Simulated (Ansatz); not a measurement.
# CH₅BTe: a ladder of functionals and wavefunction methods

The task here is to estimate one member of a computed series from the others.

Program: Ansatz 0.2.0, Gaussian basis. Level of theory: functionals in def2-TZVPP, the program's frozen cores in correlated methods. These are calculated values, not measurements.

The runs, in order: LDA (SPW92), PBE-D4, revPBE-D4, BLYP-D4, r2SCAN-D4, B97M-V, PBE0-D4, B3LYP-D4, r2SCANh-D4, r2SCAN0-D4, HSE06-D4, BHLYP-D4, CAM-B3LYP-D4, LC-ωPBE, ωB97X-V, ωB97M-V, B2PLYP, PBE-QIDH; CCSD(T)/def2-SVP; CCSD(T)/def2-TZVPP; MP2/def2-QZVPP; extrapolation to the limit; RPA on PBE.

**The relaxed structure**

An earlier PBE0-D4 in a triple-zeta def2 set relaxation fixed the geometry. Te takes the def2 core potential; no spin-orbit term is included.

SMILES `B[Te]C`, 8 atoms, charge 0, spin multiplicity 1.

Atoms are counted from 1 here; the program's logs count them from 0.

Bond lengths: B1–Te2 2.085 Å, B1–H4 1.193 Å, B1–H5 1.192 Å, Te2–C3 2.142 Å, C3–H6 1.088 Å, C3–H7 1.088 Å, C3–H8 1.088 Å. Angles: Te2–B1–H4 119.7°, Te2–B1–H5 117.3°, H4–B1–H5 123.0°, B1–Te2–C3 99.2°, Te2–C3–H6 109.0°, Te2–C3–H7 107.8°, Te2–C3–H8 109.0°, H6–C3–H7 110.4°, H6–C3–H8 110.1°, H7–C3–H8 110.4°.

The first run:

Input file in.yaml:

```yaml
crystal:
  periodic: [false, false, false]
  atoms:
    - {symbol: B, position_ang: [-0.691821, 1.298333, -1.022215]}
    - {symbol: Te, position_ang: [-0.669516, 0.703780, 0.976547]}
    - {symbol: C, position_ang: [0.565367, -1.038325, 0.803380]}
    - {symbol: H, position_ang: [-0.094724, 0.661145, -1.834705]}
    - {symbol: H, position_ang: [-1.314029, 2.277535, -1.294404]}
    - {symbol: H, position_ang: [1.453500, -0.905408, 1.417382]}
    - {symbol: H, position_ang: [0.840077, -1.148080, -0.243337]}
    - {symbol: H, position_ang: [0.003347, -1.906181, 1.141652]}
basis:
  gaussian: {orbitals: def2-TZVPP}
hamiltonian: {xc: lda}
output: {orbitals: {seedname: orbitals}}
```

Command:

```console
> ansatz run in.yaml --threads 2 --pin off --events-out ev --progress --plain --max-ram 4352MiB
```

Steps of the session up to this table: LDA; PBE-D4 (GGA); revPBE-D4 (GGA); BLYP-D4 (GGA); r2SCAN-D4 (meta-GGA); B97M-V (meta-GGA); B3LYP-D4 (hybrid); r2SCANh-D4 (hybrid); r2SCAN0-D4 (hybrid); HSE06-D4 (hybrid); BHLYP-D4 (hybrid); CAM-B3LYP-D4 (range-separated); LC-ωPBE (range-separated); ωB97X-V (range-separated); ωB97M-V (range-separated); B2PLYP (double hybrid); PBE-QIDH (double hybrid).

One table of the session follows, with a row left open; its other results are not shown here.

It belongs to the step «Orbital energies across the functionals». 

| functional | HOMO (eV) | LUMO (eV) | gap (eV) |
| --- | --- | --- | --- |
| LDA (SPW92) | -6.08 | -2.56 | 3.52 |
| PBE-D4 | ? | ? | ? |
| revPBE-D4 | -5.85 | -2.23 | 3.61 |
| BLYP-D4 | -5.72 | -2.15 | 3.57 |
| r2SCAN-D4 | -6.09 | -2.06 | 4.04 |
| B97M-V | -6.04 | -2.07 | 3.97 |
| PBE0-D4 | -6.82 | -1.47 | 5.35 |
| B3LYP-D4 | -6.61 | -1.64 | 4.97 |
| r2SCANh-D4 | -6.44 | -1.75 | 4.68 |
| r2SCAN0-D4 | -6.95 | -1.31 | 5.64 |
| HSE06-D4 | -6.43 | -1.85 | 4.59 |
| BHLYP-D4 | -7.57 | -0.50 | 7.07 |
| CAM-B3LYP-D4 | -7.98 | -0.42 | 7.56 |
| LC-ωPBE | -9.22 | 0.63 | 9.86 |
| ωB97X-V | -8.92 | 0.58 | 9.50 |
| ωB97M-V | -8.85 | 0.38 | 9.23 |

Q: Estimate the row for PBE-D4 from the others.

**Answer.** HOMO (eV): -5.91; LUMO (eV): -2.32; gap (eV): 3.58. In the column «HOMO (eV)» it lies between B97M-V (-6.04) and revPBE-D4 (-5.85).
